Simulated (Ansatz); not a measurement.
Run this with the Ansatz DFT code, driven from Python and show what comes out.

Script `spin.py`:
```python
'''Vertical spin-state energies of C2H3AlF2.'''

import ansatz

mol = (
    ansatz.Crystal.molecule()
    .atom('F', (1.4044, -0.1985, 2.2905))
    .atom('C', (0.6672, -0.4632, 1.1456))
    .atom('F', (0.4227, -1.7648, 0.8217))
    .atom('C', (0.295, 0.5302, 0.3549))
    .atom('Al', (-0.784, 0.1702, -1.3276))
    .atom('H', (0.4055, 1.5702, 0.627))
    .atom('H', (-1.2654, 1.4044, -2.1969))
    .atom('H', (-1.0533, -1.3056, -1.771))
)

calc = (
    mol.calculation()
    .basis(gaussian='def2-SVPD')
    .correlation('mp2')
)
found = {}
for unpaired in [0, 2]:
    summary = calc.spin('collinear', total=unpaired).run().report
    s = unpaired / 2
    found[unpaired] = summary['free_energy_ev']
    print(f'2S+1 = {unpaired + 1}: E = {found[unpaired]:.5f} eV, <S^2> = {abs(summary["mean_field"]["state"]["spin_squared"]):.3f} (pure state {s * (s + 1):.2f})')
lowest = min(found, key=found.get)
for unpaired, e in found.items():
    print(f'multiplicity {unpaired + 1}: {23.060548 * (e - found[lowest]):.1f} kcal/mol above the lowest')
```

`python spin.py` gives:
```text
2S+1 = 1: E = -14113.65246 eV, <S^2> = 0.000 (pure state 0.00)
2S+1 = 3: E = -14109.17740 eV, <S^2> = 2.019 (pure state 2.00)
multiplicity 1: 0.0 kcal/mol above the lowest
multiplicity 3: 103.2 kcal/mol above the lowest
```

In order: multiplicity 1 (+0.00 eV) and multiplicity 3 (+4.48 eV), all at the one geometry.

Caveats:
- Total energies depend on the basis set; only differences at equal settings carry meaning.
- The geometry is a force-field or estimated start, not a minimum of this method, and the basis set is short of its limit. All parts are taken at fixed geometry, without zero-point energy.
- S² is that of the Hartree-Fock reference.
- Run time: 16 s on 1 thread of Intel(R) Xeon(R) 6975P-C (Granite Rapids) (shared host), peak memory 0.42 GiB.

(Lines on the test bed's own set-up are left out of the output.)
